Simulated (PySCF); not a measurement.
# CH6BrGeP: the cost of one run

Programs: PySCF 2.14.0, with density-fitted response routines of our own. Each step states its level of theory. These are calculated values for one molecule, in the gas phase or a continuum, unless marked as measured. Atoms are numbered from 0 throughout.

### Step 1. Starting geometry

10 atoms, charge 0, multiplicity 1; geometry from: GFN2-xTB. The atoms were then displaced at random by about 0.01 Å, so the start is not that level's minimum.

Bonds of the start (Å): C0–Ge1 1.97, Ge1–P2 2.31, Ge1–Br3 2.32, C0–H4 1.08, C0–H5 1.06, C0–H6 1.11, Ge1–H7 1.55, P2–H8 1.37, P2–H9 1.39.

### Step 2. Relaxing the molecule at PBE0-D3(BJ)/def2-SVP

Job settings and geometry (Å):

```
{"job": {"xc": "PBE0", "basis": "def2-SVP", "d3": "d3bj", "grid": 1, "shake": 0.01, "kind": "geom"}, "charge": 0, "multiplicity": 1}
C     -1.591860    -0.283560     0.084970
Ge     0.201380     0.449360    -0.285710
P      1.864710    -0.647310     0.891280
Br     0.206320     2.664930     0.393890
H     -1.788170    -0.304220     1.143660
H     -1.719220    -1.257450    -0.322200
H     -2.364130     0.372700    -0.367780
H      0.430920     0.607030    -1.810190
H      1.916880    -1.673010    -0.008300
H      2.893600     0.050590     0.259340
```

The run is started by

```console
$ OMP_NUM_THREADS=1 python probes_run.py task.json out
```

The driver reads the jobs from task.json and runs them one after another.

**Question.** How long does this first job take on 1 thread of Intel Xeon at 2.70GHz, shared host, and how much memory does it need?

About 2.6 min, with a peak of 0.53 GiB.
